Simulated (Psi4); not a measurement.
# triplet CH7BSi2 at 6 levels

We compute a comparison of 6 runs (U-r2SCAN/6-31G*, U-revPBE/6-31G*, UBHLYP/6-31G*, UM06-2X/6-31G*, UPBE0/6-31G*, UTPSS/6-31G*) of triplet CH7BSi2. 

Program for the calculation: Psi4 1.11.

2 further runs of the same task are left out: 2 set aside as unsound or not needed. Runs told in other sessions of the task aren't counted.

## (1) Starting point

The species is CH7BSi2 (11 atoms), meant as a triplet with charge 0. SMILES of the parent species: `CB1[SiH2][SiH2]1`. The coordinates come from a PBE0-D4/def2-TZVP relaxation. That shape belongs to the parent species and isn't relaxed for this state.

Bond lengths: C1–B2 1.566 Å, B2–Si3 1.907 Å, B2–Si4 1.907 Å, C1–H5 1.092 Å, C1–H6 1.099 Å, C1–H7 1.092 Å, Si3–H8 1.482 Å, Si3–H9 1.489 Å, Si4–H10 1.489 Å, Si4–H11 1.482 Å. Some angles: C1–B2–Si3 130.2°, C1–B2–Si4 130.2°, Si3–B2–Si4 83.2°, B2–C1–H5 114.1°, B2–C1–H6 106.3°, B2–C1–H7 114.1°, B2–Si3–H8 124.3°, B2–Si3–H9 125.0°, B2–Si4–H10 124.9°, B2–Si4–H11 124.3°. A long bond or contact: Si3–Si4 2.531 Å.

## (2) Energy and gradient at U-r2SCAN/6-31G(d) (spherical functions) (run 1)

Input file run.py:

```python
import numpy as np
from ase.calculators.psi4 import Psi4
from ase import Atoms

atoms = Atoms(['C', 'B', 'Si', 'Si', 'H', 'H', 'H', 'H', 'H', 'H', 'H'], positions=[
    [-0.263900, 1.793500, 0.099500],
    [-0.450600, 0.243000, -0.016600],
    [0.018800, -1.148600, 1.199400],
    [0.210300, -0.982900, -1.318800],
    [0.165600, 2.121800, 1.048800],
    [-1.271300, 2.229100, 0.051100],
    [0.301000, 2.238000, -0.723000],
    [-0.479200, -2.541300, 1.107000],
    [0.876900, -0.975400, 2.403900],
    [1.239000, -0.662800, -2.346600],
    [-0.281200, -2.371200, -1.484200],
])
calc = Psi4(atoms=atoms, method='r2scan', basis='6-31G*', memory='2200MB', num_threads=1, charge=0, multiplicity=3, label='psi4-calc', reference='uks')
calc.psi4.set_options({'puream': True, 'e_convergence': 1e-09, 'd_convergence': 1e-08, 'scf_type': 'pk', 'dft_radial_points': 99, 'dft_spherical_points': 590, 'maxiter': 100})
atoms.calc = calc

forces = atoms.get_forces()
print(f'energy: {atoms.get_potential_energy():.6f} eV')
print('forces / eV A^-1')
print(np.round(forces, 5))
```

Run with:

```bash
python run.py
```

psi4-calc.dat:

```text
[...]
  Running in c1 symmetry.
[...]
  Nuclear repulsion =  181.476428428229070
[...]
  Multiplicity = 3
[...]
  Nalpha       = 24
  Nbeta        = 22
[...]
    Number of basis functions: 78
[...]
   @UKS iter   1:  -645.48956615669829   -2.40325e-02   9.40142e-03 ADIIS/DIIS
[...]
   @UKS iter  18:  -645.83748833395566   -1.23919e-11   6.29933e-09 DIIS
[...]
   @S^2 Observed:                2.012989487E+00
[...]
  @UKS Final Energy:  -645.83748833395566
   => Energetics <=
    Nuclear Repulsion Energy =            181.4764284282290703
    One-Electron Energy =               -1251.6962361295782102
    Two-Electron Energy =                 478.2354893227409320
    DFT Exchange-Correlation Energy =     -53.8531699553475391
    Empirical Dispersion Energy =           0.0000000000000000
    VV10 Nonlocal Energy =                  0.0000000000000000
    Total Energy =                       -645.8374883339556618
  UHF NO Occupations:
  HONO-2 :   22  A 1.9974512
  HONO-1 :   23  A 1.0000000
[...]
 Multipole Moments:
 ------------------------------------------------------------------------------------
     Multipole            Electronic (a.u.)      Nuclear  (a.u.)        Total (a.u.)
 ------------------------------------------------------------------------------------
 L = 1.  Multiply by 2.5417464519 to convert [e a0] to [Debye]
 Dipole X            :         -0.8642780            1.0274886            0.1632106
 Dipole Y            :         -2.3411930            2.0835424           -0.2576506
 Dipole Z            :         -0.2223633            0.2159402           -0.0064231
 Magnitude           :                                                    0.3050619
[...]
  -Total Gradient:
     Atom            X                  Y                   Z
    ------   -----------------  -----------------  -----------------
       1        0.020309989597    -0.009455002304     0.000822304040
       2        0.005702141111    -0.005328095761     0.000346308596
       3       -0.003565064827     0.004624823419    -0.016918438893
       4       -0.005918725678     0.002165821810     0.016411896085
       5       -0.002649106195     0.000380723103    -0.001598366125
       6        0.000725675256    -0.009161813426    -0.000542390078
       7       -0.002900388447     0.000177287596     0.001269943065
       8        0.006119248893     0.002653608983    -0.008498120162
       9       -0.011301392190     0.006104099654     0.002006688500
      10       -0.010954174998     0.006444030953    -0.002844854208
      11        0.004673107765     0.001478687802     0.009567534770
[...]
```

The script printed:

```text
energy: -17574.133204 eV
forces / eV A^-1
[[-1.04438  0.4862  -0.04228]
 [-0.29322  0.27398 -0.01781]
 [ 0.18332 -0.23782  0.86998]
 [ 0.30435 -0.11137 -0.84393]
 [ 0.13622 -0.01958  0.08219]
 [-0.03732  0.47112  0.02789]
 [ 0.14914 -0.00912 -0.0653 ]
 [-0.31466 -0.13645  0.43699]
 [ 0.58114 -0.31389 -0.10319]
 [ 0.56329 -0.33137  0.14629]
 [-0.2403  -0.07604 -0.49198]]
```

Wall time 68 s (1 thread of Intel Xeon 6975P-C (Granite Rapids), shared host); peak memory 1.3 GiB.

## (3) A single-point energy at U-revPBE/6-31G(d) (spherical functions) (run 2)

Input file job.py:

```python
import psi4

psi4.set_memory(2200000000)
psi4.set_num_threads(1)
psi4.set_output_file('output.dat', False)

mol = psi4.geometry("""
0 3
C
B 1 1.56601
Si 2 1.90671 1 130.23951
Si 2 1.906658 1 130.23309 3 -120.77895
H 1 1.092438 2 114.13197 4 -123.68006
H 1 1.09861 5 106.23887 2 116.74559
H 1 1.092336 5 109.19011 6 114.19403
H 3 1.481943 2 124.29123 1 165.73059
H 3 1.489011 8 110.69604 4 -144.61722
H 4 1.48898 2 124.93817 1 11.18595
H 4 1.481994 10 110.70012 2 177.3169
symmetry c1
no_reorient
no_com
""")

psi4.set_options({
    'basis': '6-31G*',
    'reference': 'uks',
    'puream': True,
    'e_convergence': 1e-09,
    'd_convergence': 1e-08,
    'scf_type': 'pk',
    'dft_radial_points': 99,
    'dft_spherical_points': 590,
    'maxiter': 100,
})

result = psi4.energy("REVPBE", molecule=mol)
print(f'total energy {result:.8f} hartree = {result * 27.211386:.5f} eV')
for k, v in sorted(psi4.core.scalar_variables().items()):
    print(f'{k:45s} {v:18.10f}')
```

Run with:

```bash
python job.py
```

output.dat:

```text
[...]
  Running in c1 symmetry.
[...]
  Nuclear repulsion =  181.476423086420567
[...]
  Multiplicity = 3
[...]
  Nalpha       = 24
  Nbeta        = 22
[...]
    Number of basis functions: 78
[...]
   @UKS iter   1:  -645.38689663614582    6.84968e-02   1.01814e-02 DIIS/ADIIS
[...]
   @UKS iter  19:  -645.79841004135710   -6.93490e-12   5.73908e-09 DIIS
[...]
   @S^2 Observed:                2.006486241E+00
[...]
    Orbital Energies [Eh]
    ---------------------
    Alpha Occupied:
       1A    -65.429754     2A    -65.429705     3A     -9.869493
       4A     -6.482631     5A     -5.069312     6A     -5.069270
       7A     -3.480446     8A     -3.480356     9A     -3.472673
      10A     -3.472592    11A     -3.470467    12A     -3.470406
      13A     -0.617432    14A     -0.546740    15A     -0.458115
      16A     -0.388901    17A     -0.347895    18A     -0.344933
      19A     -0.338203    20A     -0.306460    21A     -0.288505
      22A     -0.231575    23A     -0.226245    24A     -0.097761
    Alpha Virtual:
      25A     -0.087503    26A     -0.007550    27A      0.020157
[...]
  @UKS Final Energy:  -645.79841004135710
   => Energetics <=
    Nuclear Repulsion Energy =            181.4764230864205672
    One-Electron Energy =               -1251.7330636043557206
    Two-Electron Energy =                 478.2621451635710628
    DFT Exchange-Correlation Energy =     -53.8039146869929610
    Empirical Dispersion Energy =           0.0000000000000000
    VV10 Nonlocal Energy =                  0.0000000000000000
    Total Energy =                       -645.7984100413571014
  UHF NO Occupations:
  HONO-2 :   22  A 1.9989597
  HONO-1 :   23  A 1.0000000
[...]
 Multipole Moments:
 ------------------------------------------------------------------------------------
     Multipole            Electronic (a.u.)      Nuclear  (a.u.)        Total (a.u.)
 ------------------------------------------------------------------------------------
 L = 1.  Multiply by 2.5417464519 to convert [e a0] to [Debye]
 Dipole X            :          0.5153585           -0.6714766           -0.1561180
 Dipole Y            :          0.2955065           -0.3826344           -0.0871279
 Dipole Z            :          2.3893067           -2.2014142            0.1878925
 Magnitude           :                                                    0.2593602
[...]
```

On the terminal:

```text
total energy -645.79841004 hartree = -17573.06981 eV
CURRENT ENERGY                                   -645.7984100414
CURRENT REFERENCE ENERGY                         -645.7984100414
DD SOLVATION ENERGY                                 0.0000000000
DFT FUNCTIONAL TOTAL ENERGY                      -645.7984100414
DFT TOTAL ENERGY                                 -645.7984100414
DFT VV10 ENERGY                                     0.0000000000
DFT XC ENERGY                                     -53.8039146870
GRID ELECTRONS ALPHA                               23.9999983177
GRID ELECTRONS BETA                                21.9999976849
GRID ELECTRONS TOTAL                               45.9999960026
NUCLEAR REPULSION ENERGY                          181.4764230864
ONE-ELECTRON ENERGY                             -1251.7330636044
PCM POLARIZATION ENERGY                             0.0000000000
PE ENERGY                                           0.0000000000
SCF ITERATION ENERGY                             -645.7984100414
SCF ITERATIONS                                     19.0000000000
SCF TOTAL ENERGY                                 -645.7984100414
TWO-ELECTRON ENERGY                               478.2621451636
XC GRID RADIAL POINTS                              99.0000000000
XC GRID SPHERICAL POINTS                          590.0000000000
XC GRID TOTAL POINTS                           605465.0000000000
```

It took 27 s on 1 thread of Intel Xeon 6975P-C (Granite Rapids), shared host; peak memory 1.4 GiB.

## (4) Energy and forces at UBHLYP/6-31G(d) (spherical functions) (run 3)

Input file job.inp:

```
memory 2.2 GB

molecule {
  0 3
  C
  B 1 1.56601
  Si 2 1.90671 1 130.23951
  Si 2 1.906658 1 130.23309 3 -120.77895
  H 1 1.092438 2 114.13197 4 -123.68006
  H 1 1.09861 5 106.23887 2 116.74559
  H 1 1.092336 5 109.19011 6 114.19403
  H 3 1.481943 2 124.29123 1 165.73059
  H 3 1.489011 8 110.69604 4 -144.61722
  H 4 1.48898 2 124.93817 1 11.18595
  H 4 1.481994 10 110.70012 2 177.3169
  symmetry c1
  no_reorient
  no_com
}

set globals {
  basis                6-31G*
  reference            uks
  puream               true
  e_convergence        1e-09
  d_convergence        1e-08
  scf_type             pk
  dft_radial_points    99
  dft_spherical_points 590
  maxiter              100
}

E, wfn = gradient("bhhlyp", return_wfn=True)
oeprop(wfn, "QUADRUPOLE", "LOWDIN_CHARGES", "WIBERG_LOWDIN_INDICES")
```

Run with:

```bash
psi4 job.inp job.out -n 1
```

job.out:

```text
[...]
  Running in c1 symmetry.
[...]
  Nuclear repulsion =  181.476423086420567
[...]
  Multiplicity = 3
[...]
  Nalpha       = 24
  Nbeta        = 22
[...]
    Number of basis functions: 78
[...]
   @UKS iter   1:  -645.68761350512250   -3.26619e-01   7.01670e-03 ADIIS/DIIS
[...]
   @UKS iter  17:  -645.88203542280428   -3.68345e-11   5.05567e-09 DIIS
[...]
   @S^2 Observed:                2.009488916E+00
[...]
    Orbital Energies [Eh]
    ---------------------
    Alpha Occupied:
       1A    -67.148015     2A    -67.147963     3A    -10.546364
       4A     -7.036315     5A     -5.621630     6A     -5.621575
       7A     -3.889471     8A     -3.889361     9A     -3.882156
      10A     -3.882061    11A     -3.880335    12A     -3.880238
      13A     -0.782559    14A     -0.689365    15A     -0.581812
      16A     -0.504969    17A     -0.453850    18A     -0.452803
      19A     -0.442383    20A     -0.404575    21A     -0.384724
      22A     -0.303634    23A     -0.298240    24A     -0.154587
    Alpha Virtual:
      25A     -0.027556    26A      0.057783    27A      0.089581
[...]
  @UKS Final Energy:  -645.88203542280428
   => Energetics <=
    Nuclear Repulsion Energy =            181.4764230864205672
    One-Electron Energy =               -1251.6879520950669757
    Two-Electron Energy =                 452.1073289494780170
    DFT Exchange-Correlation Energy =     -27.7778353636357771
    Empirical Dispersion Energy =           0.0000000000000000
    VV10 Nonlocal Energy =                  0.0000000000000000
    Total Energy =                       -645.8820354228042788
  UHF NO Occupations:
  HONO-2 :   22  A 1.9973023
  HONO-1 :   23  A 1.0000000
[...]
  -Total Gradient:
     Atom            X                  Y                   Z
    ------   -----------------  -----------------  -----------------
       1       -0.020514764070    -0.011576341144     0.010250475761
       2       -0.002878330128    -0.001762880198     0.002689797453
       3       -0.004679700272     0.022393776386    -0.004580311083
       4        0.016713214544    -0.015433349758    -0.004489658586
       5        0.002408474561    -0.003158559533    -0.002027886485
       6        0.003654084429     0.002073313957     0.007759504416
       7       -0.001433661177     0.003649145148    -0.001999160611
       8       -0.008233623328     0.006064459254     0.002732854150
       9        0.010019217049    -0.001423218564    -0.006535392440
      10        0.003923781878     0.009328941191    -0.006547033528
      11        0.001018522830    -0.010156864448     0.002747511467
[...]
```

Run time: 28 s. Hardware: 1 thread of Intel Xeon 6975P-C (Granite Rapids), shared host; peak memory 1.4 GiB.

Runs 4 to 5 aren't shown in full; the table further down has their settings and results.

## (5) The energy at UTPSS/6-31G(d) (spherical functions) (run 6)

Input file input.inp:

```
memory 2200 mb

molecule {
  0 3
  C     -0.263900     1.793500     0.099500
  B     -0.450600     0.243000    -0.016600
  Si     0.018800    -1.148600     1.199400
  Si     0.210300    -0.982900    -1.318800
  H      0.165600     2.121800     1.048800
  H     -1.271300     2.229100     0.051100
  H      0.301000     2.238000    -0.723000
  H     -0.479200    -2.541300     1.107000
  H      0.876900    -0.975400     2.403900
  H      1.239000    -0.662800    -2.346600
  H     -0.281200    -2.371200    -1.484200
  symmetry c1
  no_reorient
  no_com
}

set {
  reference            uks
  puream               true
  e_convergence        1e-09
  d_convergence        1e-08
  scf_type             pk
  dft_radial_points    99
  dft_spherical_points 590
  maxiter              100
}

result, w = energy("tpss/6-31G*", return_wfn=True)
oeprop(w, "WIBERG_LOWDIN_INDICES", "LOWDIN_CHARGES", "MAYER_INDICES", title="TPSS")
print_variables()
```

Run with:

```bash
psi4 input.inp input.out -n 1
```

input.out:

```text
[...]
  Running in c1 symmetry.
[...]
  Nuclear repulsion =  181.476428428229070
[...]
  Multiplicity = 3
[...]
  Nalpha       = 24
  Nbeta        = 22
[...]
    Number of basis functions: 78
[...]
   @UKS iter   1:  -645.62485172630636    1.88958e-03   9.83465e-03 ADIIS/DIIS
[...]
   @UKS iter  17:  -646.00553634690027   -1.92131e-11   4.47644e-09 DIIS
[...]
   @S^2 Observed:                2.006861230E+00
[...]
    Orbital Energies [Eh]
    ---------------------
    Alpha Occupied:
       1A    -65.684328     2A    -65.684287     3A     -9.963245
       4A     -6.556719     5A     -5.124028     6A     -5.123995
       7A     -3.504507     8A     -3.504417     9A     -3.496601
      10A     -3.496521    11A     -3.494420    12A     -3.494362
      13A     -0.632336    14A     -0.557167    15A     -0.469381
      16A     -0.398919    17A     -0.358332    18A     -0.353594
      19A     -0.346955    20A     -0.318166    21A     -0.294220
      22A     -0.236981    23A     -0.231728    24A     -0.101699
    Alpha Virtual:
      25A     -0.085675    26A     -0.005752    27A      0.022506
[...]
  @UKS Final Energy:  -646.00553634690027
   => Energetics <=
    Nuclear Repulsion Energy =            181.4764284282290703
    One-Electron Energy =               -1251.6993973396258752
    Two-Electron Energy =                 478.2484711159534641
    DFT Exchange-Correlation Energy =     -54.0310385514569944
    Empirical Dispersion Energy =           0.0000000000000000
    VV10 Nonlocal Energy =                  0.0000000000000000
    Total Energy =                       -646.0055363469002714
  UHF NO Occupations:
  HONO-2 :   22  A 1.9988507
  HONO-1 :   23  A 1.0000000
[...]
 Multipole Moments:
 ------------------------------------------------------------------------------------
     Multipole            Electronic (a.u.)      Nuclear  (a.u.)        Total (a.u.)
 ------------------------------------------------------------------------------------
 L = 1.  Multiply by 2.5417464519 to convert [e a0] to [Debye]
 Dipole X            :          0.2983552           -0.1477766            0.1505786
 Dipole Y            :         33.4677317          -33.6877697           -0.2200380
 Dipole Z            :          2.0756820           -2.0798326           -0.0041506
 Magnitude           :                                                    0.2666606
[...]
```

It took 68 s on 1 thread of Intel Xeon 6975P-C (Granite Rapids), shared host; peak memory 1.3 GiB.

## (6) The series

```tsv
run	level	task	energy (Eh)	dipole moment (D)	HOMO energy (eV)	⟨S²⟩	wall time
1	U-r2SCAN/6-31G* (spherical functions)	gradient	-645.837488	0.78	-2.93	2.013	68 s
2	U-revPBE/6-31G* (spherical functions)	energy	-645.798410	0.66	-2.66	2.006	27 s
3	UBHLYP/6-31G* (spherical functions)	gradient	-645.882035	0.94	-4.21	2.009	28 s
4	UM06-2X/6-31G* (spherical functions)	gradient	-645.838645	0.86	-4.29	2.010	54 s
5	UPBE0/6-31G* (spherical functions)	gradient	-645.603639	0.82	-3.59	2.009	31 s
6	UTPSS/6-31G* (spherical functions)	energy	-646.005536	0.68	-2.77	2.007	68 s
```

## (7) Outcome

| quantity | value |
| --- | --- |
| run 6: total energy | -646.00554 Eh |
| run 6: dipole moment | 0.68 D |
| run 6: HOMO energy (highest over α and β) | -2.77 eV |
| run 6: ⟨S²⟩ | 2.007 |

What this shows: The dipole moment (its size) runs from 0.66 D (U-revPBE/6-31G*) to 0.94 D (UBHLYP/6-31G*). Totals of different functionals can't be ranked against each other. All runs together took 4.6 min, the longest 68 s.
